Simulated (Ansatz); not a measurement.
# TaSeCl3: the relaxed shape and its frontier levels

What does TaSeCl3 look like as a singlet, and where do its frontier electrons sit?

Computed with Ansatz 0.2.0, Gaussian basis. Level: RKS PBE0-D4/def2-TZVP.

Levels to be run: relaxation at r2SCAN-D4/def2-SVP; a search for the lowest solution at PBE0-D4/def2-SVP; a single point at PBE0-D4/def2-TZVP.

## 1. Where the work starts

5 atoms, charge 0, spin multiplicity 1.

Atoms are counted from 1 here; the program's logs count them from 0.

Bond lengths: Ta1–Se2 2.279 Å, Ta1–Cl3 2.196 Å, Ta1–Cl4 2.196 Å, Ta1–Cl5 2.196 Å. Angles: Se2–Ta1–Cl3 113.6°, Se2–Ta1–Cl4 113.5°, Se2–Ta1–Cl5 113.5°, Cl3–Ta1–Cl4 105.1°, Cl3–Ta1–Cl5 105.1°, Cl4–Ta1–Cl5 105.1°.

Formally the metal is d0. Ta takes a core potential in the def2 sets. No spin-orbit coupling is included.

The start is a GFN2-xTB geometry.

## 2. Relaxation at r2SCAN-D4/def2-SVP

Contents of in.yaml:

```yaml
crystal:
  periodic: [false, false, false]
  atoms:
    - {symbol: Ta, position_ang: [0.000460, -0.000620, 0.070650]}
    - {symbol: Se, position_ang: [0.012500, -0.018440, 2.349760]}
    - {symbol: Cl, position_ang: [2.008880, 0.010680, -0.817770]}
    - {symbol: Cl, position_ang: [-1.014300, 1.747640, -0.787770]}
    - {symbol: Cl, position_ang: [-1.007530, -1.739270, -0.814870]}
basis:
  gaussian: {orbitals: def2-SVP}
hamiltonian: {xc: r2scan, dispersion: d4}
scf: {lower_state_search: "off"}
output: {orbitals: {seedname: orbitals}}
relax: {f_tol: 0.02, max_steps: 100}
```

Command:

```bash
$ ansatz run in.yaml --threads 4 --pin off --events-out ev --progress --plain --max-ram 3916MiB
```

The runs that follow: Searching for the lowest solution, PBE0-D4/def2-SVP; Single point, PBE0-D4/def2-TZVP.

Q: Predict the results of all the runs planned. Wanted: point group; near neighbours of the metal; HOMO, LUMO at PBE0-D4/def2-TZVP; charge on the metal; dipole at r2SCAN-D4/def2-SVP.

As calculated:

| quantity | value |
| --- | --- |
| point group | C3v |
| near neighbours of the metal | Se 2.28, Cl 2.29, Cl 2.29, Cl 2.29 Å |
| HOMO, LUMO at PBE0-D4/def2-TZVP | -7.86, -3.04 eV |
| charge on the metal (Mulliken, PBE0-D4/def2-TZVP) | +0.99 e |
| dipole at r2SCAN-D4/def2-SVP | 1.09 D |

**Reading.** The molecule keeps its bonding pattern by the stored test; the atoms moved 0.15 Å (rms). The Mulliken charge of the metal, +0.99 e, depends on the basis and isn't its oxidation state. No usable vibrations, so a minimum isn't proven. The HOMO lies nearest to Se2 72 %; Ta1 13 % and the LUMO to Ta1 62 %; Se2 11 %. Whether this spin is the lowest isn't tested here.
